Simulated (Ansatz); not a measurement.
# C2H6SSi: the cost of one run

Computed with Ansatz 0.2.0, driven from Python. Level of theory: MP2/def2-SVPD.

## (1) The structure

Bond lengths: Si1–C2 1.758 Å, C2–C3 1.310 Å, C3–S4 1.789 Å, Si1–H5 1.509 Å, Si1–H6 1.525 Å, Si1–H7 1.513 Å, C2–H8 1.053 Å, C3–H9 1.117 Å, S4–H10 1.366 Å. Angles: Si1–C2–C3 131.6°, Si1–C2–H8 112.6°, C3–C2–H8 115.8°, C2–Si1–H5 111.8°, C2–Si1–H6 112.4°, C2–Si1–H7 112.3°, H5–Si1–H6 106.9°, H5–Si1–H7 107.3°, H6–Si1–H7 105.9°, C2–C3–S4 130.6°, C2–C3–H9 119.4°, S4–C3–H9 109.9°, C3–S4–H10 95.7°.

No structure file is read: the coordinates are typed or built in the script.

## (2) Script

File c2h6ssi.py:

```python
"""Energy to split C2H6SSi into its atoms."""

from collections import Counter

import ansatz

params = {
    "basis_set": "def2-SVPD",
    "method": "mp2",
}


def energy(molecule, charge=0, unpaired=0):
    calc = (
        molecule.calculation()
        .basis(gaussian=params["basis_set"])
        .correlation(params["method"])
        .accuracy("medium")
        .scf(lower_state_search="off")
    )
    if charge:
        calc = calc.charge(charge)
    if unpaired:
        calc = calc.spin("collinear", total=unpaired)
    return calc.run(threads=1, pin="off").report["free_energy_ev"]

geometry_ang = [
    ("Si", (-1.2736, 0.238, -0.3544)),
    ("C", (0.0122, -0.8111, 0.2247)),
    ("C", (1.2724, -0.5747, 0.4919)),
    ("S", (2.2264, 0.9331, 0.3667)),
    ("H", (-2.4041, -0.5495, -0.9706)),
    ("H", (-1.8784, 1.0843, 0.7607)),
    ("H", (-0.7867, 1.2178, -1.3991)),
    ("H", (-0.3089, -1.8039, 0.3681)),
    ("H", (1.9075, -1.3924, 0.9124)),
    ("H", (1.3163, 1.6073, -0.3975)),
]
molecule = ansatz.Crystal.molecule()
for symbol, xyz in geometry_ang:
    molecule = molecule.atom(symbol, xyz)

# unpaired electrons of the ground-state atoms
unpaired = {"Si": 2, "C": 2, "S": 2, "H": 1}
counts = Counter(site.symbol for site in molecule.cartesian_sites)
atom_energy = {s: energy(ansatz.Crystal.molecule().atom(s, (0, 0, 0)), 0, unpaired[s]) for s in counts}
whole = energy(molecule, 0, 0)
for s, e in atom_energy.items():
    print(f"{s:2s} x{counts[s]}  {e:14.5f} eV")
print(f"C2H6SSi: {whole:.5f} eV")
split = sum(counts[s] * e for s, e in atom_energy.items()) - whole
print(f"atomisation energy (no zero-point term): {23.060548 * split:.1f} kcal/mol, {split / sum(counts.values()):.3f} eV an atom")
```

## (3) The input behind the calls

The engine receives this input (first run):

```yaml
crystal:
  periodic: [false, false, false]
  atoms:
    - { symbol: Si, position_ang: [0.0, 0.0, 0.0] }
accuracy: medium
basis:
  gaussian:
    orbitals: def2-SVPD
magnetization:
  spin_polarized: true
  initial_magnetization: 2.0
correlation:
  method: mp2
scf:
  lower_state_search: "off"
```

## (4) The run

On the command line:

```
python c2h6ssi.py
```

What time and memory should one allow on 1 thread of Arm Neoverse V1, shared host?

About 3 s, with a peak of 0.34 GiB.
